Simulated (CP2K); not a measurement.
The system is CsLiCr2Te2S3.

```
CELL_PARAMETERS angstrom
3.60358 0.00000 0.00000
-1.80179 3.12079 0.00000
0.00000 0.00000 19.06651
ATOMIC_POSITIONS crystal
Cs 0.00000 0.00000 0.37399
Li 0.66667 0.33333 0.01607
Cr 0.00000 0.00000 0.86637
Cr 0.33333 0.66667 0.16833
Te 0.33333 0.66667 0.53891
Te 0.66667 0.33333 0.77276
S 0.00000 0.00000 0.10030
S 0.33333 0.66667 0.92920
S 0.66667 0.33333 0.23408
```

The cell was built by a generator and needn't be a form met in nature.

Program: CP2K 2026.2. Alike in all runs: potentials or basis POTENTIAL_UZH Cs GTH-PBE-q9, Li GTH-PBE-q3, Te GTH-PBE-q6, S GTH-PBE-q6; GTH_POTENTIALS Cr GTH-PBE-q14; TZVP-MOLOPT-PBE-GTH, TZVP-MOLOPT-SR-GTH basis; spin collinear, ferromagnetic start; cell as given; k mesh 9 × 9 × 2; smearing fermi-dirac 0.05 eV.

Task: Order these runs on this cell by their pressure, lowest first.
A. level LDA; points a segment of the path (NPOINTS) 8; bands added on the path 6; CUTOFF of the grids 1000 Ry
B. level PBE; CUTOFF of the grids 500 Ry; hirshfeld SHAPE_FUNCTION DENSITY; VORONOI_RADII VDW
C. level PBEsol; points a segment of the path (NPOINTS) 8; bands added on the path 6; CUTOFF of the grids 1000 Ry

Result: A (-3.2 GPa), C (-1.6 GPa), B (0.9 GPa).

Caveats: the basis of atomic orbitals isn't converged, which shifts pressures, moduli and gaps; the total moment is fixed, so each spin has its own Fermi level; only a ferromagnetic start was run, and an antiferromagnetic order may lie lower in energy; the potentials were made for another functional, which shifts forces and pressure (some runs).
